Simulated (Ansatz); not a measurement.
# Nb2GeS2: the cost of one run

Computed with Ansatz 0.2.0 (reference: DFT PBE, plane waves, PAW, scalar-relativistic, no spin polarisation, unless a step's input says otherwise).

## 1. The system as given

The structure is trigonal, space group P-3m1 (No. 164). The conventional cell has a = 3.421 Å, b = 3.421 Å, c = 8.944 Å, α = 90.00°, β = 90.00°, γ = 120.00°. Nb (site symmetry 3m) is surrounded by 3 Ge at 2.34 Å and 3 S at 2.62 Å. Around S (site symmetry 3m) lie 3 Nb at 2.62 Å. Around Ge (site symmetry -3m) lie 6 Nb at 2.34 Å.

Structure file:

```
CELL_PARAMETERS angstrom
3.42088 0.00000 0.00000
-1.71044 2.96257 0.00000
0.00000 0.00000 8.94410
ATOMIC_POSITIONS crystal
Nb 0.33330 0.66670 0.14100
Nb 0.66670 0.33330 0.85900
S 0.33330 0.66670 0.66700
S 0.66670 0.33330 0.33300
Ge 0.00000 0.00000 0.00000
```

## 2. Baseline

The input, input.yaml:

```yaml
crystal:
  lattice:
    - [3.42088, 0.0, 0.0]
    - [-1.71044, 2.962572, 0.0]
    - [0.0, 0.0, 8.944099]
  atoms:
    - { symbol: Nb, position: [0.3333, 0.6667, 0.141] }
    - { symbol: Nb, position: [0.6667, 0.3333, 0.859] }
    - { symbol: S, position: [0.3333, 0.6667, 0.667] }
    - { symbol: S, position: [0.6667, 0.3333, 0.333] }
    - { symbol: Ge, position: [0.0, 0.0, 0.0] }
  symmetry: { tolerance: 0.0003 }
kpoints:
  mp_grid: { grid: [6, 6, 2], shift: [0, 0, 0] }
magnetization:
  spin_polarized: false
scf:
  occupations: { method: fermi_dirac, width: 0.0558 }
hamiltonian:
  pseudopotentials: { kind: paw }
  xc: pbe
basis:
  ecutwfc: 420
output:
  forces: true
  stress: true
  eigenvalues: true
```

Launch:

```console
ansatz run input.yaml --threads 1 --pin off --max-ram 2560MiB --backend cpu --events-out ev --progress --plain --runs-dir out
```

Q: Estimate wall time and peak memory on 1 thread of Arm Neoverse V2, shared host.

About 2.6 s, with a peak of 0.35 GiB.
